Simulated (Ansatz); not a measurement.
**LiMgBN₂: a line through a two-coordinate scan**

One table from this session's results is given with a row withheld; the runs are named, their logs left out.

Computed with Ansatz 0.2.0 (DFT PBEsol, scalar-relativistic, plane waves, PAW, unless a step's input says otherwise).

1 further run of the same task is left out (set aside as unsound or not needed).

## The system as given

It takes space group I-4m2 (No. 119, tetragonal). Conventional cell: a = 3.779 Å, b = 3.779 Å, c = 8.848 Å, α = 90.00°, β = 90.00°, γ = 90.00°. Li (site symmetry -4m2) is surrounded by 4 N at 2.08 Å. Mg (site symmetry -4m2) has 4 N at 2.08 Å as nearest neighbours. Around B (site symmetry -4m2) lie 2 N at 1.34 Å. Around N (site symmetry 2mm) lie 1 B at 1.34 Å.

As a file:

```cif
data_structure
_symmetry_space_group_name_H-M 'I-4m2'
_symmetry_Int_Tables_number 119
_cell_length_a 3.7786
_cell_length_b 3.7786
_cell_length_c 8.8477
_cell_angle_alpha 90.000
_cell_angle_beta 90.000
_cell_angle_gamma 90.000
_cell_volume 126.33
loop_
_atom_site_label
_atom_site_type_symbol
_atom_site_symmetry_multiplicity
_atom_site_Wyckoff_symbol
_atom_site_fract_x
_atom_site_fract_y
_atom_site_fract_z
_atom_site_occupancy
Li1 Li 2 d 0.50000 0.00000 0.25000 1
Mg1 Mg 2 c 0.00000 0.50000 0.25000 1
B1 B 2 b 0.50000 0.50000 0.00000 1
N1 N 4 e 0.50000 0.50000 0.15174 1
```

It goes back to an entry of the Materials Project, which need not be the stable form.

It is the result of an earlier relaxation at this level (volume 12.63 Å³/atom; gap on the mesh: 2.54 eV).

## What is varied

Atoms count from 1 in the order of the input.

The energy is mapped over a free internal coordinate and the cell.

- shift of N4 along [0 0 1], its symmetry partners moved as symmetry demands (measured in the relaxed cell): 5 values from −0.161 to 0.161 Å
- volume per atom at fixed shape: 5 values from 10.86 to 14.40 Å³

Nothing else is relaxed (all other coordinates fixed). Energies count from the relaxed crystal. Points are written as (first, second).

The first run:

Input file input.yaml:

```yaml
crystal:
  lattice:
    - [-1.7966643998, 1.7966643998, 4.2069354163]
    - [1.7966643998, -1.7966643998, 4.2069354163]
    - [1.7966643998, 1.7966643998, -4.2069354163]
  atoms:
    - { symbol: Li, position: [0.25, 0.75, 0.5] }
    - { symbol: Mg, position: [0.75, 0.25, 0.5] }
    - { symbol: B, position: [0.5, 0.5, 0.0] }
    - { symbol: "N", position: [0.6608378126, 0.6608378126, 0.0] }
    - { symbol: "N", position: [0.3391621874, 0.3391621874, 0.0] }
basis:
  ecutwfc: 520.0
kpoints:
  mp_grid: { grid: [8, 8, 8] }
hamiltonian:
  xc: pbesol
  pseudopotentials: { kind: paw }
scf:
  occupations: { method: gaussian, width: 0.05 }
output:
  forces: true
  stress: true
  eigenvalues: true
```

Command:

```sh
ansatz run input.yaml --threads 1 --pin off --max-ram 2048MiB --backend cpu --events-out ev --progress --plain --runs-dir out
```

Among the steps run: The run at (0.081 Å, 10.86 Å³); The run at (0.081 Å, 11.75 Å³); Grid point (0.081 Å, 12.63 Å³); Grid point (0.081 Å, 13.52 Å³); Point (0.081 Å, 14.40 Å³).

One table of the session follows, with a row left open; its other results are not shown here.

```
volume per atom at fixed shape (Å³)  energy (meV/atom)  slope (meV/atom per Å³)  pressure (GPa)  band gap on the k-mesh (eV)  largest force on an atom (eV/Å)
                              10.86                103                      −88            14.1                         2.70                             2.34
                              11.75                 58                      −17             2.7                         2.52                             3.20
                              12.63                 67                       33            −5.3                         2.36                             3.86
                              13.52                  ?                        ?               ?                            ?                                ?
                              14.40                184                       93           −14.9                         2.05                             4.72
```

Estimate the missing values for volume per atom at fixed shape (Å³) = 13.52.

Worked estimate for «energy (meV/atom)». A straight line through the neighbours (12.63, 67) and (14.40, 184) gives 67 + (184 − 67) × (13.52 − 12.63) / (14.40 − 12.63) = 126; a parabola fitted to 3 rows on both sides gives 109.

The run gave: energy (meV/atom): 112; slope (meV/atom per Å³): 68; pressure (GPa): −10.9; band gap on the k-mesh (eV): 2.20; largest force on an atom (eV/Å): 4.35. In «energy (meV/atom)» the line misses by +14 and the parabola by -3.

Energies count from the relaxed crystal. Slopes come from the forces (and the stress, where the cell changes), not from differences of energies.

In words: The lowest point of the line is at 11.75 Å³, 58 meV/atom from the zero. V·d²E/dV² there is about 120 GPa, a bulk modulus under this line's constraint. The highest point computed, at 14.40 Å³, lies 126 meV/atom above the lowest.
